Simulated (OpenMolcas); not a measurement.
**Mn²⁺ among point charges: CASSCF and CASPT2 levels and susceptibility**

Aim: the splitting of the states of Mn²⁺ in the field of 4 point charges, its lowest levels with spin-orbit coupling and its magnetic susceptibility.

Program: OpenMolcas 26.06. Level of theory: state-averaged CASSCF and CASPT2, spin-orbit coupling by RASSI with atomic mean-field integrals. These are calculated values, not measurements, unless marked.

## Step 1: Starting point

| Property | Result |
| --- | --- |
| Species | Mn²⁺ (manganese, Z = 25, 23 electrons) |
| Basis | ANO-RCC-VTZP [6s5p3d2f1g], 59 functions |
| Scalar Hamiltonian | DKH2, point nucleus |
| Inactive shells | 1s 2s 2p 3s 3p |
| Active space | 5 electrons in 5 orbitals (3d) |
| Some configurations of this space | 3d5 |
| Orbitals | optimised for each spin and parity, averaged over all roots |

The outer shells:

3d5
```
3d [↑ ][↑ ][↑ ][↑ ][↑ ]
```

The ion sits among 4 point charges of -2 e arranged as a tetrahedron (Td), 2.07 Å from the ion.

Each step is its own input file, run in one work folder so that later steps find the files of earlier ones. Labels, J, g values, rates, χT and fits are worked out afterwards by a script from the matrices that RASSI stores.

## Step 2: One- and two-electron integrals

File a.inp:

```
&GATEWAY
Coord
1

Mn 0.0 0.0 0.0
Basis=ANO-RCC-VTZP
Group=NoSym
NoMove
AngMom=0.0 0.0 0.0
AMFI
XField
4 Angstrom 0
1.195115 1.195115 1.195115 -2.000000
1.195115 -1.195115 -1.195115 -2.000000
-1.195115 1.195115 -1.195115 -2.000000
-1.195115 -1.195115 1.195115 -2.000000
&SEWARD
```

Run with:

```sh
$ OMP_NUM_THREADS=1 MOLCAS_MEM=1689 MOLCAS_PROJECT=a pymolcas a.inp > a.log
```

## Step 3: CASSCF: sextets, 1 root

File a.inp:

```
&RASSCF
FileOrb=start.orb
Symmetry=1
Spin=6
nActEl=5 0 0
Inactive=9
Ras2=5
CIRoot=1 1 1
SDav=1
CIMx=300
Iter=120 100
PrWF=0.3
OrbListing=Nothing
MaxOrb=0
>>> COPY $Project.JobIph JOB001
```

start.orb holds the contracted functions of the basis, ordered by shell, or the orbitals of the step before.

## Step 4: CASSCF: quartets, 24 roots

File a.inp:

```
&RASSCF
FileOrb=start.orb
Symmetry=1
Spin=4
nActEl=5 0 0
Inactive=9
Ras2=5
CIRoot=24 24 1
SDav=24
CIMx=300
Iter=120 100
PrWF=0.3
OrbListing=Nothing
MaxOrb=0
>>> COPY $Project.JobIph JOB002
```

## Step 5: CASSCF: doublets, 75 roots

File a.inp:

```
&RASSCF
FileOrb=start.orb
Symmetry=1
Spin=2
nActEl=5 0 0
Inactive=9
Ras2=5
CIRoot=75 75 1
SDav=75
CIMx=300
Iter=120 100
PrWF=0.3
OrbListing=Nothing
MaxOrb=0
>>> COPY $Project.JobIph JOB003
```

## Step 6: RASSI: spin-orbit coupling between the states

File a.inp:

```
&RASSI
NrOfJobIphs=3 1 24 75
1
1 2 3 4 5 6 7 8 9 10 11 12 13 14 15 16 17 18 19 20 21 22 23 24
1 2 3 4 5 6 7 8 9 10 11 12 13 14 15 16 17 18 19 20 21 22 23 24 25 26 27
28 29 30 31 32 33 34 35 36 37 38 39 40 41 42 43 44 45 46 47 48 49 50 51
52 53 54 55 56 57 58 59 60 61 62 63 64 65 66 67 68 69 70 71 72 73 74 75
IphNames
JOB001
JOB002
JOB003
EJob
SpinOrbit
DIPRint=1.0
SOCoupling=1000.0
Subsets=2
Property=9
'ANGMOM' 1 'ANGMOM' 2 'ANGMOM' 3 'MLTPL  1' 1 'MLTPL  1' 2 'MLTPL  1' 3
'AMFI' 1 'AMFI' 2 'AMFI' 3
SOProperty=3
'ANGMOM' 1 'ANGMOM' 2 'ANGMOM' 3
```

## Step 7: CASPT2: IPEA 0.25, imaginary shift 0.1 (closed shells correlated: 3s 3p)

File a.inp:

```
>>> COPY JOB001 $Project.JobIph
&CASPT2
Multistate=1 1
Frozen=5
IPEA=0.25
Imaginary=0.1
MaxIter=60
WThr=0.0 0.3 0.05
PrWF=0.5
NoMix
>>> COPY JOB002 $Project.JobIph
&CASPT2
Multistate=24 1 2 3 4 5 6 7 8 9 10 11 12 13 14 15 16 17 18 19 20 21 22
23 24
NoMult
Frozen=5
IPEA=0.25
Imaginary=0.1
MaxIter=60
WThr=0.0 0.3 0.05
PrWF=0.5
NoMix
>>> COPY JOB003 $Project.JobIph
&CASPT2
Multistate=75 1 2 3 4 5 6 7 8 9 10 11 12 13 14 15 16 17 18 19 20 21 22
23 24 25 26 27 28 29 30 31 32 33 34 35 36 37 38 39 40 41 42 43 44 45 46
47 48 49 50 51 52 53 54 55 56 57 58 59 60 61 62 63 64 65 66 67 68 69 70
71 72 73 74 75
NoMult
Frozen=5
IPEA=0.25
Imaginary=0.1
MaxIter=60
WThr=0.0 0.3 0.05
PrWF=0.5
NoMix
```

(Steps that only read results are left out.)

Before running it: what results should come out? Wanted: spin-free ground state; lowest level; next level.

**Answer**, as computed:

| quantity | value |
| --- | --- |
| method | SS-CASPT2, IPEA 0.25, imaginary shift 0.1 (closed shells correlated: 3s 3p) |
| spin-free ground state | 6A1, 1-fold in its orbital part |
| lowest level | 6-fold |
| next level | 26721.1 cm⁻¹ |
| χT at 300 K | 4.39 cm³ K/mol |
| effective moment at 300 K | 5.92 μB |

Cost by method:

```tsv
method	time of its own steps	time with the reference
A. CASSCF	44 s	44 s
B. SS-CASPT2, IPEA 0.25, imaginary shift 0.1, +3s 3p	45 s	90 s
```

Times are of one thread on a shared host.

In words: The spin-free ground state (6A1) comes to 100 % from free-ion S terms and keeps the highest spin of the shell. χT at 300 K is 4.39, against 4.39 cm³ K/mol for the spin alone, as a half-filled shell (L = 0) has no orbital moment. An active space of the d shell alone favours high spin; real ions in strong fields can be low spin. A ligand-field fit to the states below 45000 cm-1 gives 10Dq = -711 cm-1, B = 888 cm-1 and C = 3448 cm-1 (C/B = 3.88), with a deviation of 708 cm-1. CASPT2 does not keep the components of a term degenerate, and the means are used. The field of point charges can differ much from that of real complexes. This is an electrostatic model: the charges have no orbitals.
